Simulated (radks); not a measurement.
# Spin polarisation of the 3d shell in Mn⁺

An exercise on one series of results from a longer session: the logs are not shown, and one member is left open.

Program: radks (a radial shooting solver on a logarithmic mesh, Libxc functionals) version 1. Level of theory: non-relativistic Kohn-Sham, TPSS, spin-polarised, spherical densities, point nucleus. These are calculated values, not measurements, unless marked.

## The atom as given

```
element       : manganese (Z = 25)
charge        : +1
electrons     : 24
configuration : [Ar] 3d(up 2.5, down 2.5) 4s(up 0.5, down 0.5)
```

A shell typed twice in an input gives spin up, then spin down.

The first run:

Settings of this run:

```text
Z 25
configuration [Ar] 3d2.5 3d2.5 4s0.5 4s0.5
relativity non-relativistic
functional tpss,tpss
spin polarised
nucleus point
```

The run is started by

```console
> python run_ks.py task.json out
```

All runs below come from this command, one after another.

Steps of the session up to this table: No moment.

One table of the session follows, with a row left open; its other results are not shown here.

It belongs to the step «No moment». Sizes of the orbitals, from the radial functions (bohr):

| level | <r> | outermost maximum (interpolated) | 90 % within | nodes |
| --- | --- | --- | --- | --- |
| 1s | 0.06152 | 0.0405 | 0.110 | 0 |
| 2s | 0.2820 | 0.235 | 0.437 | 1 |
| 2p | 0.2482 | 0.189 | 0.406 | 0 |
| 3s | ? | ? | ? | ? |
| 3p | 0.9082 | 0.754 | 1.40 | 1 |
| 3d | 1.178 | 0.756 | 2.05 | 0 |
| 4s | 2.845 | 2.41 | 4.25 | 3 |

Estimate the missing values for 3s.

**Answer.** <r>: 0.8602; outermost maximum (interpolated): 0.742; 90 % within: 1.29; nodes: 2. In the column «<r>» it lies between 2s (0.2820) and 3p (0.9082).
